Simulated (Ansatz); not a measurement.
# PtSe2 (Sudovikovite): further runs on the relaxed cell

This session takes PtSe2 (Sudovikovite) and sets out to measure the bulk modulus from energies at several volumes.

The COD entry's cell or inner coordinates are ideal or old and differ from later refinements, so a difference from it is no clean test against experiment.

Program: Ansatz 0.2.0. Level of theory: DFT HSE06, scalar-relativistic, plane waves, PAW. These are calculated values, not measurements.

**1. The structure to begin with**

It takes space group P-3m1 (No. 164, trigonal). Conventional cell: a = 3.695 Å, b = 3.695 Å, c = 6.637 Å, α = 90.00°, β = 90.00°, γ = 120.00°. Around Pt (site symmetry -3m) lie 6 Se at 2.50 Å. Se (site symmetry 3m) has 3 Pt at 2.50 Å as nearest neighbours.

As a file:

```
Pt Se
1.0
     3.69544    0.00000    0.00000
    -1.84772    3.20034    0.00000
     0.00000    0.00000    6.63735
Pt Se
1 2
Cartesian
  0.0000 0.0000 0.0000
  0.0000 2.1336 1.3010
  1.8477 1.0668 5.3363
```

It is the result of an earlier relaxation at this level (volume 26.17 Å³/atom; gap on the mesh: 2.00 eV).

**2. Volume × 0.97**

Input file input.yaml:

```yaml
crystal:
  lattice:
    - [3.6581086434, 0.0, 0.0]
    - [-1.8290543217, 3.168015015, 0.0]
    - [0.0, 0.0, 6.5703051203]
  atoms:
    - { symbol: Pt, position: [0.0, 0.0, 0.0] }
    - { symbol: Se, position: [0.3333333333, 0.6666666667, 0.1960159583] }
    - { symbol: Se, position: [0.6666666667, 0.3333333333, 0.8039840417] }
basis:
  ecutwfc: 420
kpoints:
  mp_grid: { grid: [6, 6, 4] }
hamiltonian:
  xc: hse06
scf:
  occupations: { method: gaussian, width: 0.02 }
output:
  forces: true
  stress: true
  eigenvalues: true
relax:
  adjacent_minimum: "off"
  f_tol: 0.01
  max_steps: 30
  cell: { stress_tol: 0.1, fix: [volume] }
```

Launch:

```bash
$ ansatz run input.yaml --threads 4 --pin off --max-ram 10240MiB --backend cpu --events-out ev --progress --plain --runs-dir out
```

**3. The cell scaled to 1.03 of its volume**

Edit input.yaml of step 2 so:

```diff
@@ -2,5 +2,5 @@
   lattice:
-    - [3.6581086434, 0.0, 0.0]
-    - [-1.8290543217, 3.168015015, 0.0]
-    - [0.0, 0.0, 6.5703051203]
+    - [3.7320297441, 0.0, 0.0]
+    - [-1.866014872, 3.2320325661, 0.0]
+    - [0.0, 0.0, 6.7030743282]
   atoms:
```

**4. Point at V/V0 = 0.94**

Input file input.yaml:

```yaml
crystal:
  lattice:
    - [3.6569570102, 0.0, 0.0]
    - [-1.8284785051, 3.1670176714, 0.0]
    - [0.0, 0.0, 6.3711106381]
  atoms:
    - { symbol: Pt, position: [0.0, 0.0, 0.0] }
    - { symbol: Se, position: [0.3333333333, 0.6666666667, 0.2020374397] }
    - { symbol: Se, position: [0.6666666667, 0.3333333333, 0.7979625603] }
basis:
  ecutwfc: 420
kpoints:
  mp_grid: { grid: [6, 6, 4] }
hamiltonian:
  xc: hse06
scf:
  occupations: { method: gaussian, width: 0.02 }
output:
  forces: true
  stress: true
  eigenvalues: true
relax:
  adjacent_minimum: "off"
  f_tol: 0.01
  max_steps: 30
  cell: { stress_tol: 0.1, fix: [volume] }
```

**5. The cell scaled to 1.06 of its volume**

Input file input.yaml:

```yaml
crystal:
  lattice:
    - [3.7327714773, 0.0, 0.0]
    - [-1.8663857386, 3.2326749259, 0.0]
    - [0.0, 0.0, 6.8955682705]
  atoms:
    - { symbol: Pt, position: [0.0, 0.0, 0.0] }
    - { symbol: Se, position: [0.3333333333, 0.6666666667, 0.1904007263] }
    - { symbol: Se, position: [0.6666666667, 0.3333333333, 0.8095992737] }
basis:
  ecutwfc: 420
kpoints:
  mp_grid: { grid: [6, 6, 4] }
hamiltonian:
  xc: hse06
scf:
  occupations: { method: gaussian, width: 0.02 }
output:
  forces: true
  stress: true
  eigenvalues: true
relax:
  adjacent_minimum: "off"
  f_tol: 0.01
  max_steps: 30
  cell: { stress_tol: 0.1, fix: [volume] }
```

(Steps that only read results are left out.)

What does the calculation give? Wanted: equilibrium volume of the fit; bulk modulus.

The runs gave:

| quantity | value |
| --- | --- |
| equilibrium volume of the fit | 26.13 Å³/atom |
| bulk modulus | 2 GPa |
| its pressure derivative | 20.4 |

The fit puts the minimum at 26.13 Å³/atom with B = 2 GPa and B' = 20.4. B' = 20.4 lies outside the usual range of about 3 to 6, so take the fit with care. The gap on the mesh goes from 1.73 eV at the smallest volume to 2.18 eV at the largest. Spin-orbit coupling is left out, which matters for the bands of Pt. Layers here are held mostly by dispersion, which this level lacks, so their spacing and the stiffness across them are unreliable there.
